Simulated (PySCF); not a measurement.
# C2H6Cl2Si: the cost of one run

Programs: PySCF 2.14.0, with density-fitted response routines of our own. Each step states its level of theory. These are calculated values for one molecule in the gas phase, unless marked as measured. Atoms are numbered from 0 throughout.

### Step 1. The molecule as given

11 atoms, charge 0, multiplicity 1; geometry from: PBE0-D3(BJ)/def2-SVP.

Bonds of the start (Å): Cl0–C1 1.79, C1–Si2 1.90, Si2–C3 1.89, C3–Cl4 1.79, C1–H5 1.10, C1–H6 1.10, Si2–H7 1.49, Si2–H8 1.49, C3–H9 1.10, C3–H10 1.10.

### Step 2. Nuclear shieldings: HF/pcSseg-2

What the job is given:

```
{"job": {"kind": "nmr", "xc": "HF", "basis": "pcSseg-2", "pop": false}, "charge": 0, "multiplicity": 1}
Cl    -1.718762    -1.781598     0.010976
C     -1.571596    -0.022263     0.332025
Si     0.016969     0.632735    -0.467998
C      1.481751    -0.365621     0.183544
Cl     2.991732     0.237852    -0.566113
H     -1.569611     0.119511     1.423132
H     -2.469669     0.470300    -0.068547
H      0.185460     2.071649    -0.104461
H     -0.071865     0.482564    -1.947100
H      1.584743    -0.277160     1.275203
H      1.372682    -1.431383    -0.062238
```

With the program's defaults for keys left out, this is: GIAO HF/pcSseg-2 NMR shielding, non-relativistic, gas phase.

On the command line:

```sh
$ OMP_NUM_THREADS=1 python probes_run.py task.json out
```

This one command runs all jobs of the session in turn.

**Question.** How long does this first job take on 1 thread of Intel Xeon 6975P-C, shared host, and how much memory does it need?

About 15 s, with a peak of 1.1 GiB.
